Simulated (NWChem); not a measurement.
# B3LYP/6-31G(d) (spherical functions) run of CH4ClFOSi (SMILES C[Si](O)(F)Cl)

Aim: the vertical singlet–triplet gap of CH4ClFOSi at B3LYP/6-31G* (spherical functions), from 2 runs. 

Program for the calculation: NWChem 7.3.0.

2 further runs of the same task are left out: 2 that didn't finish.

### 1 Starting point

CH4ClFOSi has 9 atoms, charge 0, and is taken as a singlet. As SMILES, `C[Si](O)(F)Cl`. Geometry: relaxed at PBE0-D4/def2-TZVP. This is one conformer, not always the lowest.

Bond lengths: C1–Si2 1.834 Å, Si2–O3 1.623 Å, Si2–F4 1.591 Å, Si2–Cl5 2.049 Å, C1–H6 1.091 Å, C1–H7 1.091 Å, C1–H8 1.092 Å, O3–H9 0.958 Å. Some angles: C1–Si2–O3 109.4°, C1–Si2–F4 110.3°, C1–Si2–Cl5 112.0°, O3–Si2–F4 109.9°, O3–Si2–Cl5 110.0°, F4–Si2–Cl5 105.2°, Si2–C1–H6 110.4°, Si2–C1–H7 110.5°, Si2–C1–H8 110.0°, Si2–O3–H9 119.2°.

### 2 Energy and forces at B3LYP/6-31G(d) (spherical functions)

Contents of work.nw:

```
start work
title "CH4ClFOSi B3LYP"
memory 2200 mb

geometry noautosym nocenter noautoz
 C       -1.142400      -0.178600       0.512200
 Si       0.561300       0.218400      -0.038000
 O        1.048100      -0.886600      -1.122500
 F        1.553300       0.230300       1.206200
 Cl       0.689400       2.097500      -0.845100
 H       -1.833600      -0.141900      -0.331500
 H       -1.476300       0.534700       1.267700
 H       -1.171800      -1.182300       0.942400
 H        1.860700      -0.738000      -1.608600
end

basis "ao basis" spherical bse
 * library 6-31G*
end

dft
 xc b3lyp
 grid xfine
 convergence energy 1e-08
 maxiter 100
 mulliken
end

task dft gradient
```

Started as:

```
$ nwchem work.nw > work.out
```

The log of the run:

```text
[...]
          Wavefunction type:  closed shell.
          No. of atoms     :     9
          No. of electrons :    58
[...]
          Charge           :     0
          Spin multiplicity:     1
[...]
          AO basis - number of functions:    86
[...]
              XC Information
              --------------
                         B3LYP Method XC Potential
                     Hartree-Fock (Exact) Exchange  0.200
                        Slater Exchange Functional  0.800 local
                    Becke 1988 Exchange Functional  0.720 non-local
              Lee-Yang-Parr Correlation Functional  0.810
                  VWN I RPA Correlation Functional  0.190 local
[...]
 d= 0,ls=0.0,diis     1   -965.3462487066 -1.28D+03  1.50D-02  8.66D-01     4.5
[...]
 d= 0,ls=0.0,diis    10   -965.4370281241 -1.39D-09  2.71D-07  6.52D-10    37.3
         Total DFT energy =     -965.437028124078
      One electron energy =    -1959.287156811842
           Coulomb energy =      755.213849975275
    Exchange-Corr. energy =      -75.405752073502
 Nuclear repulsion energy =      314.042030785991
[...]
      Total Density - Mulliken Population Analysis
     ---------------------------------------------
    Atom       Charge   Shell Charges
 -----------   ------   -------------------------------------------------------
    1 C    6     6.68   2.00  0.67  2.16  0.67  1.17  0.02
    2 Si  14    13.03   2.00  2.00  5.96  0.87  1.51 -0.01  0.29  0.41
    3 O    8     8.68   2.00  0.90  2.96  0.92  1.88  0.02
    4 F    9     9.36   2.00  0.93  3.32  1.02  2.08  0.01
    5 Cl  17    17.27   2.00  2.00  5.97  1.40  3.66  0.54  1.68  0.02
    6 H    1     0.81   0.52  0.29
    7 H    1     0.81   0.52  0.29
    8 H    1     0.81   0.52  0.29
    9 H    1     0.56   0.47  0.09
[...]
  wavefunction    = closed shell
                         DFT ENERGY GRADIENTS
    atom               coordinates                        gradient
                 x          y          z           x          y          z
   1 C      -2.158823  -0.337505   0.967918    0.003275   0.000038  -0.000364
   2 Si      1.060703   0.412716  -0.071810    0.005711  -0.000859  -0.000667
   3 O       1.980622  -1.675431  -2.121217    0.003760   0.010526   0.005386
   4 F       2.935311   0.435204   2.279387   -0.009299  -0.000294  -0.011604
   5 Cl      1.302777   3.963700  -1.597007   -0.000108  -0.009219   0.004209
   6 H      -3.465002  -0.268152  -0.626444    0.002105   0.000232   0.001073
   7 H      -2.789802   1.010436   2.395606    0.001482  -0.000924  -0.001576
   8 H      -2.214381  -2.234223   1.780878    0.000612   0.001737  -0.000819
   9 H       3.516213  -1.394618  -3.039813   -0.007539  -0.001238   0.004362
[...]
```

Run time: 55 s. Hardware: 1 thread of AMD EPYC 7B13 (Zen 3), shared host; peak memory 0.14 GiB.

### 3 The triplet: a single-point energy at UB3LYP/6-31G(d) (spherical functions)

Contents of calc.nw:

```
start calc
title "CH4ClFOSi energy"
memory 2200 mb

geometry units bohr noautosym nocenter noautoz
  C     -2.15882312    -0.33750509     0.96791772
  Si     1.06070327     0.41271619    -0.07180959
  O      1.98062195    -1.67543118    -2.12121757
  F      2.93531159     0.43520393     2.27938765
  Cl     1.30277719     3.96370055    -1.59700755
  H     -3.46500182    -0.26815214    -0.62644421
  H     -2.78980268     1.01043656     2.39560581
  H     -2.21438107    -2.23422320     1.78087790
  H      3.51621340    -1.39461788    -3.03981344
end

basis "ao basis" spherical bse
  * library 6-31G*
end

dft
  xc b3lyp
  mult 3
  grid xfine
  convergence energy 1e-08
  maxiter 100
  mulliken
end

task dft energy
```

Started as:

```
$ nwchem calc.nw > calc.out
```

The log of the run:

```text
[...]
          Wavefunction type:  spin polarized.
          No. of atoms     :     9
          No. of electrons :    58
[...]
          Charge           :     0
          Spin multiplicity:     3
[...]
          AO basis - number of functions:    86
[...]
              XC Information
              --------------
                         B3LYP Method XC Potential
                     Hartree-Fock (Exact) Exchange  0.200
                        Slater Exchange Functional  0.800 local
                    Becke 1988 Exchange Functional  0.720 non-local
              Lee-Yang-Parr Correlation Functional  0.810
                  VWN I RPA Correlation Functional  0.190 local
[...]
 d= 0,ls=0.0,diis     1   -964.9616060895 -1.28D+03  4.04D-02  2.85D-01     5.8
[...]
 d= 0,ls=0.0,diis    22   -965.1276551490 -2.23D-09  3.44D-06  2.26D-10   120.1
[...]
         Total DFT energy =     -965.127655148976
      One electron energy =    -1957.444316802427
           Coulomb energy =      753.578453628590
    Exchange-Corr. energy =      -75.303800187891
 Nuclear repulsion energy =      314.042008212751
[...]
      Total Density - Mulliken Population Analysis
     ---------------------------------------------
    Atom       Charge   Shell Charges
 -----------   ------   -------------------------------------------------------
    1 C    6     6.66   2.00  0.67  2.15  0.66  1.16  0.02
    2 Si  14    13.49   2.00  2.00  5.96  0.90  1.51  0.35  0.38  0.39
    3 O    8     8.19   2.00  0.97  2.85  0.78  1.58  0.01
    4 F    9     9.33   2.00  0.93  3.32  1.01  2.06  0.01
    5 Cl  17    17.01   2.00  2.00  5.97  1.44  3.58  0.49  1.51  0.02
    6 H    1     0.81   0.52  0.29
    7 H    1     0.83   0.52  0.31
    8 H    1     0.81   0.51  0.30
    9 H    1     0.87   0.44  0.43
[...]
      <S2> =      2.0054 (Exact =     2.0000)
[...]
```

Wall time 2 min (1 thread of AMD EPYC 7B13 (Zen 3), shared host); peak memory 0.14 GiB.

### 4 Results

Level: B3LYP/6-31G* (spherical functions).

| quantity | value |
| --- | --- |
| singlet: total energy | -965.43703 Eh |
| singlet: dipole moment | 1.23 D |
| singlet: HOMO energy | -8.82 eV |
| singlet: LUMO energy | 1.03 eV |
| singlet: HOMO–LUMO gap | 9.85 eV |
| singlet: largest force on an atom | 0.765 eV/Å |
| triplet: total energy | -965.12766 Eh |
| triplet: dipole moment | 2.05 D |
| triplet: HOMO energy (highest over α and β) | -1.07 eV |
| triplet: ⟨S²⟩ | 2.005 |
| vertical energy of the triplet above the singlet | 8.418 eV |

At this shape the triplet lies 8.42 eV (194 kcal/mol) above the singlet. The largest force (singlet) is 0.76 eV/Å: the shape isn't a stationary point for this species at this level. Mulliken charges (triplet) run from -0.66 on C1 to +0.51 on Si2; they depend strongly on the basis.
